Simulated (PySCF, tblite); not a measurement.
# BH₄O₆PSi, a fragment of a glass network (3-ring): NMR shifts, core binding energies and electronic excitations, part 2 of 2

tblite 0.8.0 and PySCF 2.14.0. Atoms count from 0, parts from 1. Earlier steps stand in the parts before.

## 5. X-ray photoelectron lines: SCAN, X2C

The job: settings as JSON, then the geometry in Å.

```
{"job": {"kind": "xps", "holes": 5}, "charge": 0, "multiplicity": 1}
O      0.978841     0.039319     2.296933
P      1.120669    -0.181578     0.856484
O      2.550359    -0.712320     0.398736
O      0.868715     1.092910    -0.102785
Si    -0.667615     1.636878    -0.539029
O     -1.579243     0.248173    -0.584137
B     -1.180946    -1.018783    -0.273230
O     -2.020511    -2.050268    -0.480755
O      0.095271    -1.273809     0.227410
H      2.653470    -0.773695    -0.558959
H     -0.551888     2.236562    -1.887257
H     -1.212304     2.569841     0.472289
H     -1.639179    -2.885817    -0.192369
```

Level: delta-SCF UKS SCAN, pcX-2 on the ionised atom, pcseg-1 elsewhere, spin-free X2C.

The program printed:

```text
ground state, core basis on atom 0 (O), 185 functions
  cycle   1  E = -1110.71924445  |g| = 1.54e+00
  cycle   2  E = -1109.43547899  |g| = 2.95e+00
  cycle   3  E = -1111.06191626  |g| = 6.72e-01
  cycle   4  E = -1111.14652940  |g| = 1.16e-01
  cycle   5  E = -1111.14861729  |g| = 3.32e-02
  cycle   6  E = -1111.14873871  |g| = 2.30e-02
  cycle   7  E = -1111.14883022  |g| = 8.25e-03
  cycle   8  E = -1111.14884147  |g| = 1.53e-03
  cycle   9  E = -1111.14884154  |g| = 4.13e-04
  E(ground) = -1111.22873094 Eh
hole in O 1s of atom 0
  cycle   1  E = -1090.57065550  |g| = 2.23e+00
  cycle   2  E = -1090.04562395  |g| = 2.25e+00
  cycle   3  E = -1091.31342787  |g| = 5.11e-01
  cycle   4  E = -1091.34377372  |g| = 3.86e-01
  cycle   5  E = -1091.39810908  |g| = 6.46e-02
  cycle   6  E = -1091.39886444  |g| = 4.53e-02
  cycle   7  E = -1091.39962857  |g| = 6.68e-03
  cycle   8  E = -1091.39964065  |g| = 3.39e-03
  cycle   9  E = -1091.39964468  |g| = 1.79e-03
  cycle  10  E = -1091.39964629  |g| = 4.94e-04
  E(ion) = -1091.48231950 Eh   <S^2> = 0.7635   hole on atom = 1.000   binding energy = 537.327 eV
ground state, core basis on atom 1 (P), 196 functions
  cycle   1  E = -1111.27812753  |g| = 3.56e-01
  cycle   2  E = -1111.27252406  |g| = 2.02e-01
  cycle   3  E = -1111.26591708  |g| = 2.71e-01
  cycle   4  E = -1111.27977887  |g| = 3.41e-02
  cycle   5  E = -1111.27998390  |g| = 6.64e-03
  cycle   6  E = -1111.27999092  |g| = 1.99e-03
  cycle   7  E = -1111.27999191  |g| = 7.26e-04
  cycle   8  E = -1111.27999188  |g| = 3.71e-04
  E(ground) = -1111.32968154 Eh
hole in P 2p of atom 1
  cycle   1  E = -1105.72795980  |g| = 1.41e+00
  cycle   2  E = -1105.06946056  |g| = 1.78e+00
  cycle   3  E = -1105.90684666  |g| = 6.86e-01
  cycle   4  E = -1106.06478091  |g| = 2.71e-01
  cycle   5  E = -1106.08738632  |g| = 1.32e-01
  cycle   6  E = -1106.09380727  |g| = 3.66e-02
  cycle   7  E = -1106.09428650  |g| = 1.16e-02
  cycle   8  E = -1106.09430589  |g| = 9.47e-03
  cycle   9  E = -1106.09433996  |g| = 1.21e-03
  cycle  10  E = -1106.09434153  |g| = 9.62e-04
  cycle  11  E = -1106.09434162  |g| = 3.77e-04
  E(ion) = -1106.15547375 Eh   <S^2> = 0.7525   hole on atom = 1.002   binding energy = 140.797 eV
  2p3/2 = 140.582 eV   2p1/2 = 141.479 eV
ground state, core basis on atom 2 (O), 185 functions
  cycle   1  E = -1111.14689770  |g| = 1.22e-01
  cycle   2  E = -1111.14335232  |g| = 1.57e-01
  cycle   3  E = -1111.14738314  |g| = 6.41e-02
  cycle   4  E = -1111.14807904  |g| = 2.32e-02
  cycle   5  E = -1111.14817988  |g| = 4.51e-03
  cycle   6  E = -1111.14818404  |g| = 1.06e-03
  cycle   7  E = -1111.14818338  |g| = 3.75e-04
  E(ground) = -1111.22983372 Eh
hole in O 1s of atom 2
  cycle   1  E = -1090.48436039  |g| = 2.22e+00
  cycle   2  E = -1087.77548600  |g| = 2.79e+00
  cycle   3  E = -1090.79890251  |g| = 1.05e+00
  cycle   4  E = -1091.11938606  |g| = 6.77e-01
  cycle   5  E = -1091.25272368  |g| = 3.14e-01
  cycle   6  E = -1091.28639273  |g| = 1.29e-01
  cycle   7  E = -1091.29243532  |g| = 2.92e-02
  cycle   8  E = -1091.29269756  |g| = 1.43e-02
  cycle   9  E = -1091.29277033  |g| = 3.54e-03
  cycle  10  E = -1091.29277738  |g| = 1.31e-03
  cycle  11  E = -1091.29277675  |g| = 8.37e-04
  cycle  12  E = -1091.29277631  |g| = 2.32e-04
  E(ion) = -1091.37605686 Eh   <S^2> = 0.7618   hole on atom = 1.000   binding energy = 540.249 eV
ground state, core basis on atom 3 (O), 185 functions
  cycle   1  E = -1111.14975598  |g| = 1.32e-01
  cycle   2  E = -1111.14497081  |g| = 1.90e-01
  cycle   3  E = -1111.15117995  |g| = 4.02e-02
  cycle   4  E = -1111.15138200  |g| = 2.07e-02
  cycle   5  E = -1111.15145789  |g| = 3.44e-03
  cycle   6  E = -1111.15145866  |g| = 1.33e-03
  cycle   7  E = -1111.15146186  |g| = 1.78e-04
  E(ground) = -1111.23210328 Eh
hole in O 1s of atom 3
  cycle   1  E = -1090.49999294  |g| = 2.23e+00
  cycle   2  E = -1089.63907539  |g| = 2.43e+00
  cycle   3  E = -1091.08876649  |g| = 7.91e-01
  cycle   4  E = -1091.15988233  |g| = 6.65e-01
  cycle   5  E = -1091.31785393  |g| = 1.89e-01
  cycle   6  E = -1091.33035221  |g| = 6.98e-02
  cycle   7  E = -1091.33208902  |g| = 9.84e-03
  cycle   8  E = -1091.33211107  |g| = 6.82e-03
  cycle   9  E = -1091.33212860  |g| = 1.51e-03
  cycle  10  E = -1091.33213016  |g| = 5.81e-04
  cycle  11  E = -1091.33212913  |g| = 3.53e-04
  E(ion) = -1091.41396091 Eh   <S^2> = 0.7626   hole on atom = 1.000   binding energy = 539.279 eV
ground state, core basis on atom 8 (O), 185 functions
  cycle   1  E = -1111.14573220  |g| = 1.54e-01
  cycle   2  E = -1111.13733609  |g| = 2.47e-01
  cycle   3  E = -1111.14830562  |g| = 3.55e-02
  cycle   4  E = -1111.14848742  |g| = 1.73e-02
  cycle   5  E = -1111.14853865  |g| = 3.58e-03
  cycle   6  E = -1111.14854129  |g| = 1.52e-03
  cycle   7  E = -1111.14854278  |g| = 1.98e-04
  E(ground) = -1111.22920276 Eh
hole in O 1s of atom 8
  cycle   1  E = -1090.49759542  |g| = 2.23e+00
  cycle   2  E = -1089.64925019  |g| = 2.43e+00
  cycle   3  E = -1091.06642647  |g| = 8.17e-01
  cycle   4  E = -1091.17580404  |g| = 6.21e-01
  cycle   5  E = -1091.30659124  |g| = 2.03e-01
  cycle   6  E = -1091.32160909  |g| = 6.29e-02
  cycle   7  E = -1091.32300521  |g| = 8.56e-03
  cycle   8  E = -1091.32301800  |g| = 7.04e-03
  cycle   9  E = -1091.32303450  |g| = 1.61e-03
  cycle  10  E = -1091.32303699  |g| = 4.21e-04
  E(ion) = -1091.40338346 Eh   <S^2> = 0.7617   hole on atom = 1.000   binding energy = 539.488 eV
```

Run time: 61 s. Hardware: 1 thread of Arm Neoverse V1, shared host; peak memory 0.73 GiB.

The holes in one table. −ε is the ground-state orbital energy:

```
     hole  stands for                                     environment  ΔSCF (eV; 2p as the shell's mean)  −ε (eV)   ⟨S²⟩
O1s on O0          O0                                      P=O oxygen                             537.33    515.9  0.764
P2p on P1          P1  phosphorus bonded to 4 O, in a 6-membered ring                             140.88    129.2  0.752
O1s on O2          O2                           oxygen bonded to P, H                             540.25    518.3  0.762
O1s on O3          O3    oxygen bonded to P, Si, in a 6-membered ring                             539.28    517.9  0.763
O1s on O8          O8     oxygen bonded to B, P, in a 6-membered ring                             539.49    517.9  0.762
```

With the spin-orbit splitting: P1 2p3/2 140.58, 2p1/2 141.48 eV. The table gives each 2p level as the mean over the whole 2p shell (two parts 2p3/2, one part 2p1/2), which differs a little from the single hole in the log.

## 6. Excited states and response: CAM-B3LYP/def2-SVPD

Settings changed since step 5:

```diff
@@ -1,2 +1,2 @@
-{"job": {"kind": "xps", "holes": 5}, "charge": 0, "multiplicity": 1}
+{"job": {"kind": "uv", "xc": "CAM-B3LYP", "basis": "def2-SVPD", "nstates": 6, "ntriplets": 2, "ip": true}, "charge": 0, "multiplicity": 1}
 O      0.978841     0.039319     2.296933
```

With the program's defaults for keys left out, this is: TDDFT CAM-B3LYP/def2-SVPD, vertical, gas phase, core orbitals frozen in the response.

The program printed:

```text
coarse grid: 13336 points
cycle   1  E = -1108.5513876824  dE =  2.108e+00  |g| = 1.473e+00  |ddm| = 7.022e+00
cycle   2  E = -1108.2941398080  dE =  2.572e-01  |g| = 1.919e+00  |ddm| = 8.246e+00
cycle   3  E = -1108.9500279340  dE = -6.559e-01  |g| = 2.510e-01  |ddm| = 4.175e+00
cycle   4  E = -1108.9607209278  dE = -1.069e-02  |g| = 7.050e-02  |ddm| = 4.100e-01
cycle   5  E = -1108.9616215650  dE = -9.006e-04  |g| = 8.584e-03  |ddm| = 1.241e-01
cycle   6  E = -1108.9616324549  dE = -1.089e-05  |g| = 5.356e-03  |ddm| = 3.538e-02
cycle   7  E = -1108.9616375228  dE = -5.068e-06  |g| = 1.197e-03  |ddm| = 8.589e-03
final grid: 123800 points
cycle   8  E = -1109.1436140802  dE = -3.269e-05  |g| = 3.014e-03  |ddm| = 8.423e-02
cycle   9  E = -1109.1436130669  dE =  1.013e-06  |g| = 3.988e-03  |ddm| = 1.060e-02
cycle  10  E = -1109.1436158496  dE = -2.783e-06  |g| = 3.010e-04  |ddm| = 5.587e-03
cycle  11  E = -1109.1436158622  dE = -1.262e-08  |g| = 2.297e-04  |ddm| = 1.202e-03
cycle  12  E = -1109.1436158716  dE = -9.384e-09  |g| = 5.486e-05  |ddm| = 3.002e-04
cycle  13  E = -1109.1436158722  dE = -6.166e-10  |g| = 1.312e-05  |ddm| = 1.353e-04
converged SCF energy = -1109.1436158722

Static polarisability (au): isotropic 72.507, principal 65.619 74.499 77.404

Singlet excitations
state   eV       nm        f      main configurations
  1   7.6500    162.1   0.00548   H->L 0.78, H->L+1 0.09
  2   7.9519    155.9   0.00889   H-1->L 0.29, H->L+1 0.19, H-2->L+1 0.19
  3   8.0112    154.8   0.02290   H-1->L 0.52, H-2->L+1 0.16, H->L+1 0.11
  4   8.3604    148.3   0.02002   H-2->L 0.66, H-2->L+4 0.12
  5   8.6119    144.0   0.00054   H->L+1 0.30, H-2->L+1 0.16, H-3->L 0.14
  6   8.8733    139.7   0.00214   H-1->L+1 0.57, H-2->L+1 0.13

Triplet excitations (Tamm-Dancoff, eV): 7.3775 7.5515
Vertical ionisation energy (delta-SCF) = 11.2733 eV
```

Run time: 7.8 min. Hardware: 1 thread of Arm Neoverse V1, shared host; peak memory 1.3 GiB.

Frontier orbitals and where they lie:

```
orbital      eV                        atoms
 HOMO−3  -11.92    O7 34 %, O8 20 %, O3 18 %
 HOMO−2  -11.19  O5 23 %, Si4 19 %, H11 14 %
 HOMO−1  -10.67     O0 69 %, P1 10 %, O3 6 %
   HOMO  -10.39     O0 58 %, O3 12 %, O8 9 %
   LUMO    0.11    B6 30 %, O2 11 %, H9 10 %
 LUMO+1    0.63   Si4 23 %, O3 12 %, O5 11 %
 LUMO+2    1.11  Si4 25 %, O7 17 %, H12 10 %
```

With each of the 6 states as a Gaussian band of 0.4 eV half-width at 1/e, the curve within the window shown has maxima at 153 nm (ε 1,800) L/(mol cm). Beyond the last state computed it falls off for lack of states. The curve at chosen wavelengths:

(nm, ε (L/mol/cm)): (135, 66), (137, 127), (138, 171), (140, 302), (141, 393), (143, 631), (145, 928), (146, 1087), (148, 1391), (149, 1524), (151, 1720), (153, 1796), (154, 1783), (156, 1659), (157, 1555), (159, 1291), (161, 1000), (162, 858), (164, 605), (165, 498), (167, 324), (169, 201), (170, 155), (172, 90), (173, 67), (175, 36)

Further results of this job:

```
           property  computed
  dipole moment (D)      4.20
polarisability (Å³)     10.74
 HOMO–LUMO gap (eV)     10.50
      −ε(HOMO) (eV)     10.39
```

## 7. Outcome

What follows sums up all 2 parts.

| quantity | value |
| --- | --- |
| point group | C1 |
| rotational constants (main isotopes) | 1.71, 1.16, 0.83 GHz |
| ¹H shifts against TMS (PBE0/pcSseg-1) | 5.25, 5.04, 3.54, 3.16 ppm |
| ¹⁷O shifts against H2O (PBE0/pcSseg-1) | 168.5, 163.9, 133.7, 110.0, 102.9, 102.7 ppm |
| ³¹P shifts against H3PO4 (PBE0/pcSseg-1) | -29.1 ppm |
| ²⁹Si shifts against TMS (PBE0/pcSseg-1) | -20.8 ppm |
| ¹¹B shifts against BF3·OEt2 (PBE0/pcSseg-1) | 16.2 ppm |
| potential on the surface of density 0.002 e/bohr³, 1st and 99th percentile | -1.97 V and 2.97 V |
| O1s binding energies, SCAN/pcX-2 (standing for 4 of 6 atoms) | O2 540.25, O8 539.49, O3 539.28, O0 537.33 eV |
| P2p binding energies, SCAN/pcX-2 | P1 140.88 eV |
| lowest singlet (CAM-B3LYP/def2-SVPD) | 7.65 eV (162 nm), f = 0.005 |
| brightest single state of those computed | state 3, 8.01 eV, f = 0.023 |
| lowest triplet | 7.38 eV |
| vertical ionisation energy (ΔSCF) | 11.27 eV |

The start of the PBE0/def2-SVP relaxation was shaken at random by about 0.01 Å, so part of the energy gained, and of the first lengths quoted, undoes that. Over 4 steps the energy fell by 0.306 eV; of the close pairs, Si4–O5 changed most, 1.613 to 1.662 Å (PBE0/def2-SVP). At PBE0/pcSseg-1: The widest tensor belongs to P1: span 296 ppm, with a paramagnetic part of -628 ppm. At SCAN/pcX-2: The O1s levels kept as sound span 2.92 eV, from O0 (P=O oxygen) up to O2 (oxygen bonded to P, H). Only 4 of the 6 O atoms are covered by sound results. The lowest singlet, at 7.65 eV, is HOMO→LUMO 0.78, HOMO→LUMO+1 0.09 and is weak; of the 6 states computed, the strongest absorption comes from state 3 at 8.01 eV. The lowest triplet lies 0.27 eV below the lowest singlet (triplets in Tamm-Dancoff, singlets in full TDDFT). ΔSCF puts the ionisation energy at 11.27 eV, 0.89 eV above −ε(HOMO). A capped cluster stands for the solid here, so long-range fields and strain are missing, and bands or shifts of the capping hydrogens have no counterpart in it.
